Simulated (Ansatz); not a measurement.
A nudged elastic band was laid between two geometries of a periodic cell of 17 atoms, LiTa₁₆ (host Ta, host structure bcc, interstitial Li).

Theory: DFT LDA, scalar-relativistic, plane waves, PAW (Ansatz). Settings: cutoff 420 eV, k mesh 3x3x3, fermi-dirac smearing 0.15 eV, no spin polarisation.

| Item | Value |
| --- | --- |
| movable images | 5 |
| climbing image | yes |
| spring | 1.0 eV/Å² |
| optimiser | quadratic models (default) |
| start path | straight line |
| force threshold | 0.05 eV/Å |
| iteration limit | 41 |
| end points | relaxed |

Initial state:

```xyz
17
Lattice="6.6200 0.0000 0.0000 0.0000 6.6200 0.0000 0.0000 0.0000 6.6200" Properties=species:S:1:pos:R:3
Ta -0.035 0.051 -0.002
Ta 3.349 0.052 -0.002
Ta 0.269 3.481 -0.002
Ta 0.040 -0.077 3.307
Ta 1.656 1.669 1.663
Ta 3.045 3.479 -0.002
Ta 3.273 -0.077 3.307
Ta 4.966 1.488 1.919
Ta 0.012 3.297 3.308
Ta 1.657 5.043 1.691
Ta 1.656 1.669 4.953
Ta 3.301 3.296 3.308
Ta 4.967 4.914 1.616
Ta 4.966 1.485 4.695
Ta 1.657 5.043 4.925
Ta 4.967 4.915 5.000
Li 4.968 2.483 -0.005
```

Final state:

```xyz
17
Lattice="6.6200 0.0000 0.0000 0.0000 6.6200 0.0000 0.0000 0.0000 6.6200" Properties=species:S:1:pos:R:3
Ta 0.166 -0.262 -0.001
Ta 3.364 0.041 -0.002
Ta 0.172 3.583 -0.001
Ta -0.015 -0.007 3.308
Ta 1.602 1.659 1.616
Ta 3.362 3.277 -0.002
Ta 3.232 -0.036 3.307
Ta 4.798 1.657 1.919
Ta -0.015 3.324 3.308
Ta 1.733 4.970 1.692
Ta 1.602 1.659 4.999
Ta 3.233 3.352 3.307
Ta 4.980 4.968 1.663
Ta 4.794 1.657 4.694
Ta 1.732 4.970 4.924
Ta 4.980 4.968 4.952
Li 5.792 1.665 -0.006
```

Problem. Which bonds break or form, and what moves?

Solution. The atom that moves furthest is Li17, by 1.16 Å; four of its nearest neighbours are Ta14 2.16, Ta3 2.16, Ta6 2.17, Ta8 2.17 Å at the first end and Ta3 2.16, Ta14 2.16, Ta8 2.17, Ta1 2.17 Å at the last.

Problem. Give the energies along the band, and the barrier.

Solution. The run converged. The highest image is number 3 of 0 to 6, 0.064 eV above the ends, which have the same energy within 2 meV. By the program's own check the climbing image is a first-order saddle point (lowest curvatures found: -0.54 and 1.66 eV/Å²). Limits of this set-up: coarse k mesh, a small cell, in which the defect meets its images, a typed lattice constant that wasn't relaxed here.

| image | path coordinate (Å) | energy (eV) | Ta13–Li17 (Å) | Ta16–Li17 (Å) | Ta5–Li17 (Å) |
| --- | --- | --- | --- | --- | --- |
| 0 | 0.00 | 0.000 | 2.92 | 2.92 | 3.79 |
| 1 | 0.25 | 0.017 | 2.97 | 2.96 | 3.60 |
| 2 | 0.50 | 0.049 | 3.07 | 3.07 | 3.40 |
| 3 | 0.74 | 0.064 | 3.22 | 3.22 | 3.22 |
| 4 | 0.99 | 0.049 | 3.40 | 3.40 | 3.07 |
| 5 | 1.23 | 0.017 | 3.59 | 3.59 | 2.97 |
| 6 | 1.48 | 0.000 | 3.79 | 3.79 | 2.92 |

Problem. What is the geometry of the highest image?

Solution. 
```xyz
17
Lattice="6.6200 0.0000 0.0000 0.0000 6.6200 0.0000 0.0000 0.0000 6.6200" Properties=species:S:1:pos:R:3
Ta 0.007 -0.077 -0.002
Ta 3.372 0.063 -0.002
Ta 0.340 3.652 -0.002
Ta -0.014 -0.065 3.308
Ta 1.594 1.657 1.630
Ta 3.231 3.319 -0.002
Ta 3.225 -0.084 3.307
Ta 4.837 1.528 1.938
Ta -0.011 3.300 3.308
Ta 1.716 5.027 1.700
Ta 1.594 1.657 4.985
Ta 3.244 3.297 3.308
Ta 4.966 4.905 1.630
Ta 4.836 1.528 4.677
Ta 1.716 5.027 4.916
Ta 4.966 4.905 4.985
Li 5.494 2.186 -0.003
```

The run took 11 min on 4 threads of Intel(R) Xeon(R) Platinum 8375C CPU @ 2.90GHz (Ice Lake), on a shared host, peak memory 3.6 GiB.
